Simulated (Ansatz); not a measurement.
**FGeH4In: basis-set convergence**

The task here is to estimate one member of a computed series from the others.

The runs use Ansatz 0.2.0, Gaussian basis; one geometry, several basis sets.

Plan: PBE0-D4/def2-SVP; ωB97M-V/def2-SVP; PBE0-D4/def2-QZVPP; ωB97M-V/def2-QZVPP; the functionals' def2-TZVPP values are taken from earlier runs.

1 further run of the same task is left out (for a known fault of the program).

## The geometry

The geometry comes from an earlier relaxation with PBE0-D4 in a triple-zeta def2 set; it is a stationary point, not always the lowest conformer. In takes the def2 core potential; no spin-orbit term is included.

SMILES `[F][GeH2][InH2]`, 7 atoms, charge 0, spin multiplicity 1.

Atoms are counted from 1 here; the program's logs count them from 0.

Bond lengths: F1–Ge2 1.757 Å, Ge2–In3 2.616 Å, Ge2–H4 1.545 Å, Ge2–H5 1.545 Å, In3–H6 1.721 Å, In3–H7 1.727 Å. Angles: F1–Ge2–In3 108.3°, F1–Ge2–H4 104.4°, F1–Ge2–H5 104.4°, In3–Ge2–H4 115.3°, In3–Ge2–H5 115.3°, H4–Ge2–H5 108.0°, Ge2–In3–H6 120.3°, Ge2–In3–H7 118.5°, H6–In3–H7 121.1°.

Set-up of the first run:

File in.yaml:

```yaml
crystal:
  periodic: [false, false, false]
  atoms:
    - {symbol: F, position_ang: [-2.299712, 0.151335, 0.072286]}
    - {symbol: Ge, position_ang: [-0.782341, -0.191269, -0.744430]}
    - {symbol: In, position_ang: [1.173331, 0.231046, 0.940569]}
    - {symbol: H, position_ang: [-0.929359, -1.649452, -1.233507]}
    - {symbol: H, position_ang: [-0.796080, 0.730711, -1.984015]}
    - {symbol: H, position_ang: [0.840235, 0.760296, 2.543419]}
    - {symbol: H, position_ang: [2.793918, -0.032676, 0.405678]}
basis:
  gaussian: {orbitals: def2-SVP}
hamiltonian: {xc: pbe0, dispersion: d4}
output: {orbitals: {seedname: orbitals}}
```

Run with:

```bash
$ ansatz run in.yaml --threads 2 --pin off --events-out ev --progress --plain --max-ram 4352MiB
```

Steps of the session up to this table: PBE0-D4 in def2-SVP; ωB97M-V in def2-SVP; PBE0-D4 in def2-QZVPP; ωB97M-V in def2-QZVPP.

One table of the session follows, with a row left open; its other results are not shown here.

It belongs to the step «Density functionals: the series». 

```
functional       basis  HOMO (eV)  LUMO (eV)
   PBE0-D4    def2-SVP      -7.46      -2.33
   PBE0-D4  def2-TZVPP      -7.52      -2.37
   PBE0-D4  def2-QZVPP      -7.54      -2.38
   ωB97M-V    def2-SVP      -9.44      -0.72
   ωB97M-V  def2-TZVPP          ?          ?
   ωB97M-V  def2-QZVPP      -9.55      -0.84
```

Q: Estimate the row for ωB97M-V, def2-TZVPP from the others.

The run gave: HOMO (eV): -9.54; LUMO (eV): -0.82. In the column «HOMO (eV)» it lies between ωB97M-V, def2-QZVPP (-9.55) and ωB97M-V, def2-SVP (-9.44).
